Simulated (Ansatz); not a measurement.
# AlH₆NOSi: one molecule under many settings

Aim: run AlH₆NOSi under a spread of inputs, and see what each costs and gives.

Program: Ansatz 0.2.0, Gaussian basis. Level of theory: the settings change from run to run. These are calculated values, not measurements.

## 1. The relaxed structure

The geometry comes from an earlier relaxation with PBE0-D4 in a triple-zeta def2 set; it is a stationary point, not always the lowest conformer.

SMILES `O[SiH2][NH][AlH2]`, 10 atoms, charge 0, spin multiplicity 1.

Atoms are counted from 1 here; the program's logs count them from 0.

Bond lengths: O1–Si2 1.650 Å, O1–H5 0.958 Å, Si2–N3 1.711 Å, Si2–H6 1.486 Å, Si2–H7 1.491 Å, N3–Al4 1.785 Å, N3–H8 1.013 Å, Al4–H9 1.580 Å, Al4–H10 1.583 Å. Angles: Si2–O1–H5 117.1°, O1–Si2–N3 109.6°, O1–Si2–H6 111.3°, O1–Si2–H7 107.7°, N3–Si2–H6 106.5°, N3–Si2–H7 112.1°, H6–Si2–H7 109.7°, Si2–N3–Al4 128.8°, Si2–N3–H8 114.7°, Al4–N3–H8 116.5°, N3–Al4–H9 118.3°, N3–Al4–H10 117.3°, H9–Al4–H10 124.3°.

## 2. B97/x2c-TZVPPall

Options: the search for lower states set to full.

in.yaml

```yaml
crystal:
  periodic: [false, false, false]
  atoms:
    - {symbol: O, position_ang: [-1.817387, -0.693752, -1.056546]}
    - {symbol: Si, position_ang: [-0.576616, 0.373923, -0.851634]}
    - {symbol: N, position_ang: [0.693301, -0.382296, 0.009608]}
    - {symbol: Al, position_ang: [1.233304, -0.094768, 1.686319]}
    - {symbol: H, position_ang: [-2.399819, -0.547925, -1.803107]}
    - {symbol: H, position_ang: [-1.000197, 1.543763, -0.039469]}
    - {symbol: H, position_ang: [-0.142758, 0.831296, -2.203189]}
    - {symbol: H, position_ang: [1.159363, -1.127814, -0.492997]}
    - {symbol: H, position_ang: [0.508420, 1.030637, 2.525185]}
    - {symbol: H, position_ang: [2.425389, -0.984165, 2.228731]}
basis:
  gaussian: {orbitals: x2c-TZVPPall}
hamiltonian: {xc: {name: B97}}
scf: {lower_state_search: full}
output: {forces: true}
```

On the command line:

```sh
ansatz run in.yaml --threads 2 --pin off --events-out ev --progress --plain --max-ram 4352MiB
```

What it wrote (excerpt; [...] marks lines left out):

```text
Functional definition: B97
  name "B97"
  cite "Becke, J. Chem. Phys. 107, 8554 (1997) doi:10.1063/1.475007"
[...]
      + integral(e_c_pw_opposite_spin*poly(b97_u_opposite, cos0, cos1, cos2))
1248 factors; their error is unknown
[...]
mean field -18141.61175990 eV, -666.6919353504 hartree, gradient 1.5e-5 eV, S^2 0.000000; 0 other end points of the search recorded, 0 dependent functions left out
[...]
reference -18141.61179179 eV, -666.6919365222 hartree; 24, 24 occupied and 206, 206 virtual orbitals, 1248 factors
Total energy: -18141.61179179 eV, -666.6919365222 hartree
Relativity: scalar
Atom 0 at    -1.817387    -0.693752    -1.056546 Å, force    -0.179879    -0.130468    -0.043099 eV/Å
Atom 1 at    -0.576616     0.373923    -0.851634 Å, force     0.014997     0.236956    -0.103549 eV/Å
Atom 2 at     0.693301    -0.382296     0.009608 Å, force     0.067290    -0.047483     0.007368 eV/Å
Atom 3 at     1.233304    -0.094768     1.686319 Å, force     0.069405     0.016172     0.158048 eV/Å
Atom 4 at    -2.399819    -0.547925    -1.803107 Å, force    -0.008763    -0.011119     0.004210 eV/Å
Atom 5 at    -1.000197     1.543763    -0.039469 Å, force     0.008698    -0.019406    -0.026845 eV/Å
Atom 6 at    -0.142758     0.831296    -2.203189 Å, force    -0.005733     0.001854     0.028897 eV/Å
Atom 7 at     1.159363    -1.127814    -0.492997 Å, force     0.029368    -0.040934    -0.026574 eV/Å
Atom 8 at     0.508420     1.030637     2.525185 Å, force     0.018191    -0.019920    -0.000327 eV/Å
Atom 9 at     2.425389    -0.984165     2.228731 Å, force    -0.013575     0.014348     0.001872 eV/Å
Dipole moment:     0.011641    -0.040913    -0.270256 e Å
```

Wall time 10 s (2 threads of AMD EPYC 7B13, shared host); peak memory 0.65 GiB.

Largest force 0.259 eV/Å, dipole 1.31 D.

## 3. PBEsol/6-31G*

This run has atoms shaken by 0.08 Å.

in.yaml

```yaml
crystal:
  periodic: [false, false, false]
  atoms:
    - {symbol: O, position_ang: [-1.937012, -0.786695, -1.099720]}
    - {symbol: Si, position_ang: [-0.602664, 0.394142, -0.854813]}
    - {symbol: N, position_ang: [0.623396, -0.289782, -0.087430]}
    - {symbol: Al, position_ang: [1.165439, -0.025961, 1.739327]}
    - {symbol: H, position_ang: [-2.424817, -0.565180, -1.625263]}
    - {symbol: H, position_ang: [-0.916104, 1.451292, -0.014259]}
    - {symbol: H, position_ang: [-0.294846, 0.741810, -2.282102]}
    - {symbol: H, position_ang: [1.005402, -1.162807, -0.650488]}
    - {symbol: H, position_ang: [0.516961, 1.029305, 2.731885]}
    - {symbol: H, position_ang: [2.403543, -0.775847, 2.226169]}
basis:
  gaussian: {orbitals: "6-31G*"}
hamiltonian: {xc: {name: PBEsol}}
```

Same command.

What it wrote:

```text
Functional definition: PBEsol
  name "PBEsol"
  cite "Perdew et al., Phys. Rev. Lett. 100, 136406 (2008) doi:10.1103/PhysRevLett.100.136406"
  cite "Perdew, Burke & Ernzerhof, Phys. Rev. Lett. 77, 3865 (1996) doi:10.1103/PhysRevLett.77.3865"
  parent pbesol
  exchange = pbesol_x
  correlation = pbesol_c
997 factors; their error is unknown
mean field evaluation 1: about -18039.8919 eV, gradient 8.6e1 eV
mean field evaluation 2: about -17955.1863 eV, gradient 1.9e2 eV
mean field evaluation 4: about -18054.0347 eV, gradient 7.1e0 eV
mean field evaluation 8: about -18054.2000 eV, gradient 2.1e-1 eV
mean field evaluation 16: about -18054.1443 eV, gradient 3.0e-4 eV
mean field -18054.14426749 eV, -663.4775642917 hartree, gradient 4.7e-5 eV, S^2 0.000000; 0 other end points of the search recorded, 0 dependent functions left out
reference -18054.14431733 eV, -663.4775661233 hartree; 24, 24 occupied and 56, 56 virtual orbitals, 997 factors
Total energy: -18054.14431733 eV, -663.4775661233 hartree
```

Run time: 1 s. Hardware: 2 threads of AMD EPYC 7B13, shared host.

## 4. wB97M-V/6-31++G**

in.yaml

```yaml
crystal:
  periodic: [false, false, false]
  atoms:
    - {symbol: O, position_ang: [-1.817387, -0.693752, -1.056546]}
    - {symbol: Si, position_ang: [-0.576616, 0.373923, -0.851634]}
    - {symbol: N, position_ang: [0.693301, -0.382296, 0.009608]}
    - {symbol: Al, position_ang: [1.233304, -0.094768, 1.686319]}
    - {symbol: H, position_ang: [-2.399819, -0.547925, -1.803107]}
    - {symbol: H, position_ang: [-1.000197, 1.543763, -0.039469]}
    - {symbol: H, position_ang: [-0.142758, 0.831296, -2.203189]}
    - {symbol: H, position_ang: [1.159363, -1.127814, -0.492997]}
    - {symbol: H, position_ang: [0.508420, 1.030637, 2.525185]}
    - {symbol: H, position_ang: [2.425389, -0.984165, 2.228731]}
basis:
  gaussian: {orbitals: "6-31++G**"}
hamiltonian: {xc: {name: wB97M-V}}
output: {forces: true}
```

Same command.

What it wrote (excerpt; [...] marks lines left out):

```text
Functional definition: wB97M-V
  name "wB97M-V"
  cite "Mardirossian & Head-Gordon, J. Chem. Phys. 144, 214110 (2016) doi:10.1063/1.4952647"
  cite "Becke, J. Chem. Phys. 107, 8554 (1997) doi:10.1063/1.475007"
  cite "Vydrov & Van Voorhis, J. Chem. Phys. 133, 244103 (2010) doi:10.1063/1.3521275"
  # Of w^i u^j: cxij and so on, Table III.
[...]
  gx(w, u) = 1 - cx + cx01*u + cx10*w
  gss(w, u) = css00 + css04*u^4 + css10*w + css20*w^2 + css43*w^4*u^3
  gos(w, u) = cos00 + cos10*w + (cos20 + cos21*u)*w^2 + (cos60 + cos61*u)*w^6
[...]
      + integral(e_c_pw_mod_opposite_spin*gos(b97_w_opposite, b97_u_opposite)) + vv10(b, c)
1051 factors; integrals over basis functions are off by at most 1.1e-3 eV
311 factors; integrals over basis functions are off by at most 2.0e-5 eV
[...]
Atom 0 at    -1.817387    -0.693752    -1.056546 Å, force    -0.385916    -0.409634     0.018719 eV/Å
Atom 1 at    -0.576616     0.373923    -0.851634 Å, force     0.276102     0.723345    -0.083818 eV/Å
Atom 2 at     0.693301    -0.382296     0.009608 Å, force     0.086581    -0.090223    -0.086396 eV/Å
Atom 3 at     1.233304    -0.094768     1.686319 Å, force     0.159080     0.058237     0.454799 eV/Å
Atom 4 at    -2.399819    -0.547925    -1.803107 Å, force    -0.177680    -0.031844    -0.157839 eV/Å
Atom 5 at    -1.000197     1.543763    -0.039469 Å, force     0.012101    -0.062599    -0.037953 eV/Å
Atom 6 at    -0.142758     0.831296    -2.203189 Å, force    -0.034720    -0.033821     0.054969 eV/Å
Atom 7 at     1.159363    -1.127814    -0.492997 Å, force     0.094901    -0.147710    -0.085991 eV/Å
Atom 8 at     0.508420     1.030637     2.525185 Å, force     0.020440    -0.041098    -0.047207 eV/Å
Atom 9 at     2.425389    -0.984165     2.228731 Å, force    -0.050890     0.035346    -0.029283 eV/Å
Dipole moment:     0.025187     0.012652    -0.282866 e Å
```

Wall time 9 s (2 threads of AMD EPYC 7B13, shared host); peak memory 0.37 GiB.

Largest force 0.779 eV/Å, dipole 1.37 D.

## 5. r2SCAN50/ANO-RCC-VTZP

Set apart from the defaults: charge +1, multiplicity 2, finite nuclei, D3(BJ) with three-body dispersion, relativity set to none.

Edit in.yaml of step 4 so:

```diff
@@ -14,4 +14,5 @@
 basis:
-  gaussian: {orbitals: "6-31++G**"}
-hamiltonian: {xc: {name: wB97M-V}}
-output: {forces: true}
+  gaussian: {orbitals: ANO-RCC-VTZP, nuclear_model: gaussian}
+total_charge: 1
+magnetization: {spin_polarized: true, initial_magnetization: 1}
+hamiltonian: {xc: {name: r2SCAN50}, dispersion: d3bjatm, pseudopotentials: {relativity: none}}
```

The command is unchanged.

What it wrote (excerpt; [...] marks lines left out):

```text
Functional definition: r2SCAN50
  name "r2SCAN50"
  cite "Bursch, Neugebauer, Ehlert & Grimme, J. Chem. Phys. 156, 134105 (2022) doi:10.1063/5.0086040"
  cite "Furness, Kaplan, Ning, Perdew & Sun, J. Phys. Chem. Lett. 11, 8208 (2020) doi:10.1021/acs.jpclett.0c02405"
  cite "Furness, Kaplan, Ning, Perdew & Sun, J. Phys. Chem. Lett. 11, 9248 (2020) doi:10.1021/acs.jpclett.0c03077"
  parent r2scan
[...]
1699 factors; their error is unknown
[...]
mean field -18093.46923361 eV, -664.9227301411 hartree, gradient 2.2e-5 eV, S^2 0.758283; 0 other end points of the search recorded, 0 dependent functions left out
reference -18093.46924568 eV, -664.9227305847 hartree; 24, 23 occupied and 188, 189 virtual orbitals, 1699 factors
WARN: the results are in doubt because the basis set is contracted for relativity, which is off
Total energy: -18093.54095007 eV, -664.9253656724 hartree
In doubt: the basis set is contracted for relativity, which is off
```

Run time: 26 s. Hardware: 2 threads of AMD EPYC 7B13, shared host; peak memory 0.93 GiB.

⟨S²⟩ 0.758. The log holds a warning on this run.

## 6. RPBE/cc-pVDZ

This run has atoms shaken by 0.15 Å.

in.yaml

```yaml
crystal:
  periodic: [false, false, false]
  atoms:
    - {symbol: O, position_ang: [-1.801648, -0.707247, -0.959608]}
    - {symbol: Si, position_ang: [-0.467909, 0.460798, -0.848535]}
    - {symbol: N, position_ang: [0.753943, -0.407078, 0.018788]}
    - {symbol: Al, position_ang: [1.442419, -0.168327, 1.332432]}
    - {symbol: H, position_ang: [-2.209924, -0.586738, -1.475575]}
    - {symbol: H, position_ang: [-0.926648, 1.852225, -0.569326]}
    - {symbol: H, position_ang: [-0.091469, 0.976021, -2.177952]}
    - {symbol: H, position_ang: [1.091589, -1.151290, -0.779666]}
    - {symbol: H, position_ang: [0.703890, 1.054227, 2.440714]}
    - {symbol: H, position_ang: [2.221698, -0.866164, 2.357844]}
basis:
  gaussian: {orbitals: cc-pVDZ}
hamiltonian: {xc: {name: RPBE}}
```

Launched as before.

What it wrote:

```text
Functional definition: RPBE
  name "RPBE"
  cite "Hammer, Hansen & Nørskov, Phys. Rev. B 59, 7413 (1999) doi:10.1103/PhysRevB.59.7413"
  cite "Perdew, Burke & Ernzerhof, Phys. Rev. Lett. 77, 3865 (1996) doi:10.1103/PhysRevLett.77.3865"
  parameter kappa = 0.804
  parameter beta = 0.06672455060314922
  exchange = rpbe_x(kappa = kappa, mu = beta*pi^2/3)
  correlation = pbe_c(beta = beta)
1172 factors; their error is unknown
mean field evaluation 1: about -18084.7441 eV, gradient 9.3e1 eV
mean field evaluation 2: about -18009.3138 eV, gradient 1.9e2 eV
mean field evaluation 4: about -18100.6482 eV, gradient 1.6e1 eV
mean field evaluation 8: about -18101.2386 eV, gradient 2.6e-1 eV
mean field evaluation 16: about -18101.1931 eV, gradient 3.0e-5 eV
mean field -18101.19311144 eV, -665.2065774162 hartree, gradient 3.0e-5 eV, S^2 0.000000; 0 other end points of the search recorded, 0 dependent functions left out
reference -18101.19315762 eV, -665.2065791131 hartree; 24, 24 occupied and 70, 70 virtual orbitals, 1172 factors
Total energy: -18101.19315762 eV, -665.2065791131 hartree
```

Wall time 1.1 s (2 threads of AMD EPYC 7B13, shared host).

## 7. rPW86-PBE/def2-TZVPP

Options: D4 dispersion.

in.yaml

```yaml
crystal:
  periodic: [false, false, false]
  atoms:
    - {symbol: O, position_ang: [-1.817387, -0.693752, -1.056546]}
    - {symbol: Si, position_ang: [-0.576616, 0.373923, -0.851634]}
    - {symbol: N, position_ang: [0.693301, -0.382296, 0.009608]}
    - {symbol: Al, position_ang: [1.233304, -0.094768, 1.686319]}
    - {symbol: H, position_ang: [-2.399819, -0.547925, -1.803107]}
    - {symbol: H, position_ang: [-1.000197, 1.543763, -0.039469]}
    - {symbol: H, position_ang: [-0.142758, 0.831296, -2.203189]}
    - {symbol: H, position_ang: [1.159363, -1.127814, -0.492997]}
    - {symbol: H, position_ang: [0.508420, 1.030637, 2.525185]}
    - {symbol: H, position_ang: [2.425389, -0.984165, 2.228731]}
basis:
  gaussian: {orbitals: def2-TZVPP}
hamiltonian: {xc: {name: rPW86-PBE}, dispersion: d4}
output: {forces: true}
```

The command is unchanged.

What it wrote (excerpt; [...] marks lines left out):

```text
Functional definition: rPW86-PBE
  name "rPW86-PBE"
  cite "Murray, Lee & Langreth, J. Chem. Theory Comput. 5, 2754 (2009) doi:10.1021/ct900365q"
  cite "Perdew, Burke & Ernzerhof, Phys. Rev. Lett. 77, 3865 (1996) doi:10.1103/PhysRevLett.77.3865"
  parent pbe
[...]
1217 factors; their error is unknown
[...]
mean field -18136.67275789 eV, -666.5104303740 hartree, gradient 3.2e-5 eV, S^2 0.000000; 0 other end points of the search recorded, 0 dependent functions left out
[...]
reference -18136.67288817 eV, -666.5104351619 hartree; 24, 24 occupied and 206, 206 virtual orbitals, 1217 factors
Total energy: -18136.89841741 eV, -666.5187232084 hartree
Atom 0 at    -1.817387    -0.693752    -1.056546 Å, force    -0.235264    -0.461400     0.224647 eV/Å
Atom 1 at    -0.576616     0.373923    -0.851634 Å, force     0.084168     0.580630    -0.186681 eV/Å
Atom 2 at     0.693301    -0.382296     0.009608 Å, force     0.134142    -0.095801     0.050923 eV/Å
Atom 3 at     1.233304    -0.094768     1.686319 Å, force     0.130192     0.048138     0.355665 eV/Å
Atom 4 at    -2.399819    -0.547925    -1.803107 Å, force    -0.273413     0.026119    -0.312354 eV/Å
Atom 5 at    -1.000197     1.543763    -0.039469 Å, force     0.003376     0.051487     0.043671 eV/Å
Atom 6 at    -0.142758     0.831296    -2.203189 Å, force     0.034575     0.031426    -0.052885 eV/Å
Atom 7 at     1.159363    -1.127814    -0.492997 Å, force     0.124123    -0.178937    -0.115110 eV/Å
Atom 8 at     0.508420     1.030637     2.525185 Å, force    -0.005384     0.000357    -0.006865 eV/Å
Atom 9 at     2.425389    -0.984165     2.228731 Å, force     0.003487    -0.002018    -0.001011 eV/Å
Dipole moment:     0.003840    -0.045506    -0.279160 e Å
```

Wall time 6.5 s (2 threads of AMD EPYC 7B13, shared host); peak memory 0.34 GiB.

Largest force 0.616 eV/Å, dipole 1.36 D.

## 8. B97M-V/cc-pVDZ

This run has unrestricted orbitals.

Edit in.yaml of step 7 so:

```diff
@@ -14,4 +14,5 @@
 basis:
-  gaussian: {orbitals: def2-TZVPP}
-hamiltonian: {xc: {name: rPW86-PBE}, dispersion: d4}
+  gaussian: {orbitals: cc-pVDZ}
+magnetization: {spin_polarized: true, initial_magnetization: 0}
+hamiltonian: {xc: {name: B97M-V}}
 output: {forces: true}
```

Launched as before.

What it wrote (excerpt; [...] marks lines left out):

```text
Functional definition: B97M-V
  name "B97M-V"
  cite "Mardirossian & Head-Gordon, J. Chem. Phys. 142, 074111 (2015) doi:10.1063/1.4907719"
  cite "Becke, J. Chem. Phys. 107, 8554 (1997) doi:10.1063/1.475007"
  cite "Vydrov & Van Voorhis, J. Chem. Phys. 133, 244103 (2010) doi:10.1063/1.3521275"
  # Of w^i u^j: cxij and so on, Table III.
[...]
  gx(w, u) = cx00 + cx01*u + cx02*u^2 + (cx10 + cx11*u)*w
  gss(w, u) = css00 + css02*u^2 + css10*w + (css32*w^3 + css42*w^4)*u^2
  gos(w, u) = cos00 + cos01*u + cos03*u^3 + cos10*w + cos32*w^3*u^2
[...]
      + integral(e_c_pw_mod_opposite_spin*gos(b97_w_opposite, b97_u_opposite)) + vv10(b, c)
1172 factors; their error is unknown
[...]
mean field -18106.96156229 eV, -665.4185640748 hartree, gradient 6.9e-5 eV, S^2 0.000000; 0 other end points of the search recorded, 0 dependent functions left out
[...]
Atom 0 at    -1.817387    -0.693752    -1.056546 Å, force    -0.712366    -0.817490     0.031879 eV/Å
Atom 1 at    -0.576616     0.373923    -0.851634 Å, force     0.131123     0.824235    -0.316027 eV/Å
Atom 2 at     0.693301    -0.382296     0.009608 Å, force     0.304858    -0.271300     0.060089 eV/Å
Atom 3 at     1.233304    -0.094768     1.686319 Å, force     0.158462     0.084182     0.502195 eV/Å
Atom 4 at    -2.399819    -0.547925    -1.803107 Å, force    -0.043973     0.070093    -0.090366 eV/Å
Atom 5 at    -1.000197     1.543763    -0.039469 Å, force    -0.011008     0.151036     0.120374 eV/Å
Atom 6 at    -0.142758     0.831296    -2.203189 Å, force     0.101281     0.092169    -0.188298 eV/Å
Atom 7 at     1.159363    -1.127814    -0.492997 Å, force     0.057360    -0.123450    -0.122854 eV/Å
Atom 8 at     0.508420     1.030637     2.525185 Å, force    -0.009355     0.011598     0.002647 eV/Å
Atom 9 at     2.425389    -0.984165     2.228731 Å, force     0.023618    -0.021073     0.000360 eV/Å
Dipole moment:    -0.012949    -0.076704    -0.307461 e Å
```

Wall time 9 s (2 threads of AMD EPYC 7B13, shared host); peak memory 0.34 GiB.

Largest force 1.085 eV/Å, dipole 1.52 D, ⟨S²⟩ 0.000.

## 9. r2SCAN0/x2c-TZVPPall

Options: unrestricted orbitals.

Edit in.yaml of step 8 so:

```diff
@@ -14,5 +14,4 @@
 basis:
-  gaussian: {orbitals: cc-pVDZ}
+  gaussian: {orbitals: x2c-TZVPPall}
 magnetization: {spin_polarized: true, initial_magnetization: 0}
-hamiltonian: {xc: {name: B97M-V}}
-output: {forces: true}
+hamiltonian: {xc: {name: r2SCAN0}}
```

Same command.

What it wrote (excerpt; [...] marks lines left out):

```text
Functional definition: r2SCAN0
  name "r2SCAN0"
  cite "Bursch, Neugebauer, Ehlert & Grimme, J. Chem. Phys. 156, 134105 (2022) doi:10.1063/5.0086040"
  cite "Furness, Kaplan, Ning, Perdew & Sun, J. Phys. Chem. Lett. 11, 8208 (2020) doi:10.1021/acs.jpclett.0c02405"
  cite "Furness, Kaplan, Ning, Perdew & Sun, J. Phys. Chem. Lett. 11, 9248 (2020) doi:10.1021/acs.jpclett.0c03077"
  parent r2scan
[...]
1248 factors; their error is unknown
[...]
mean field -18140.66896348 eV, -666.6572882207 hartree, gradient 1.1e-5 eV, S^2 0.000000; 0 other end points of the search recorded, 0 dependent functions left out
reference -18140.66897813 eV, -666.6572887591 hartree; 24, 24 occupied and 206, 206 virtual orbitals, 1248 factors
Total energy: -18140.66897813 eV, -666.6572887591 hartree
Relativity: scalar
```

Run time: 12 s. Hardware: 2 threads of AMD EPYC 7B13, shared host; peak memory 0.77 GiB.

⟨S²⟩ 0.000.

## 10. HF/cc-pVTZ

Options: the search for lower states set to light.

Edit in.yaml of step 9 so:

```diff
@@ -14,4 +14,5 @@
 basis:
-  gaussian: {orbitals: x2c-TZVPPall}
-magnetization: {spin_polarized: true, initial_magnetization: 0}
-hamiltonian: {xc: {name: r2SCAN0}}
+  gaussian: {orbitals: cc-pVTZ}
+hamiltonian: {xc: {name: HF}}
+scf: {lower_state_search: light}
+output: {forces: true}
```

Same command.

What it wrote (excerpt; [...] marks lines left out):

```text
Functional definition: HF
  name "HF"
  cite "Fock, Z. Phys. 61, 126 (1930) doi:10.1007/BF01340294"
  parent pbe
[...]
1492 factors; their error is unknown
[...]
mean field -18064.03358233 eV, -663.8409899089 hartree, gradient 7.6e-6 eV, S^2 0.000000; 0 other end points of the search recorded, 0 dependent functions left out
[...]
reference -18064.03358233 eV, -663.8409899089 hartree; 24, 24 occupied and 188, 188 virtual orbitals, 1492 factors
Total energy: -18064.03358233 eV, -663.8409899089 hartree
Atom 0 at    -1.817387    -0.693752    -1.056546 Å, force    -0.413007     0.467041    -0.879692 eV/Å
Atom 1 at    -0.576616     0.373923    -0.851634 Å, force    -0.062456    -0.177370    -0.001233 eV/Å
Atom 2 at     0.693301    -0.382296     0.009608 Å, force     0.203967    -0.321384    -0.270564 eV/Å
Atom 3 at     1.233304    -0.094768     1.686319 Å, force     0.049319    -0.061364    -0.049978 eV/Å
Atom 4 at    -2.399819    -0.547925    -1.803107 Å, force     0.602710    -0.206153     0.854131 eV/Å
Atom 5 at    -1.000197     1.543763    -0.039469 Å, force    -0.012511    -0.119526    -0.155102 eV/Å
Atom 6 at    -0.142758     0.831296    -2.203189 Å, force    -0.082808    -0.037825     0.146138 eV/Å
Atom 7 at     1.159363    -1.127814    -0.492997 Å, force    -0.301614     0.460949     0.319512 eV/Å
Atom 8 at     0.508420     1.030637     2.525185 Å, force     0.059367    -0.055970     0.010790 eV/Å
Atom 9 at     2.425389    -0.984165     2.228731 Å, force    -0.042967     0.051602     0.025995 eV/Å
Dipole moment:     0.022438    -0.013901    -0.273726 e Å
```

Wall time 3.2 s (2 threads of AMD EPYC 7B13, shared host); peak memory 0.55 GiB.

Largest force 1.078 eV/Å, dipole 1.32 D.

## 11. The runs in one table

```
                level  charge  multiplicity  geometry  functions  energy (eV)   time
     B97/x2c-TZVPPall       0             1   relaxed        230   -18141.612   10 s
        PBEsol/6-31G*       0             1    shaken         80   -18054.144    1 s
    wB97M-V/6-31++G**       0             1   relaxed        120   -18108.841    9 s
r2SCAN50/ANO-RCC-VTZP       1             2   relaxed        212   -18093.541   26 s
         RPBE/cc-pVDZ       0             1    shaken         94   -18101.193  1.1 s
 rPW86-PBE/def2-TZVPP       0             1   relaxed        230   -18136.898  6.5 s
       B97M-V/cc-pVDZ       0             1   relaxed         94   -18106.962    9 s
 r2SCAN0/x2c-TZVPPall       0             1   relaxed        230   -18140.669   12 s
           HF/cc-pVTZ       0             1   relaxed        212   -18064.034  3.2 s
```

## 12. Outcome

| quantity | value |
| --- | --- |
| runs | 9 |
| quickest | PBEsol/6-31G*, 1 s |
| slowest | r2SCAN50/ANO-RCC-VTZP, 26 s |
| spread of total energies, same state and geometry | 77.6 eV |
| dipole, same state and geometry | 1.31 to 1.52 D |

What this shows: Run time spans a factor of 26, from PBEsol/6-31G* to r2SCAN50/ANO-RCC-VTZP. The jobs differ in tasks and options as well as level. The totals spread over 78 eV; they can't be compared across methods or bases. Some of these runs are scalar-relativistic and others not, which shifts the totals of all-electron atoms past neon by eV; core potentials, where a basis has them, take the core out of the total altogether. At the PBE0-D4/def2-TZVP geometry and in the same state, runs without warnings or point charges leave forces up to 1.08 eV/Å (B97M-V/cc-pVDZ). At that geometry and state the dipole changes by 16 % between the lowest and highest value.
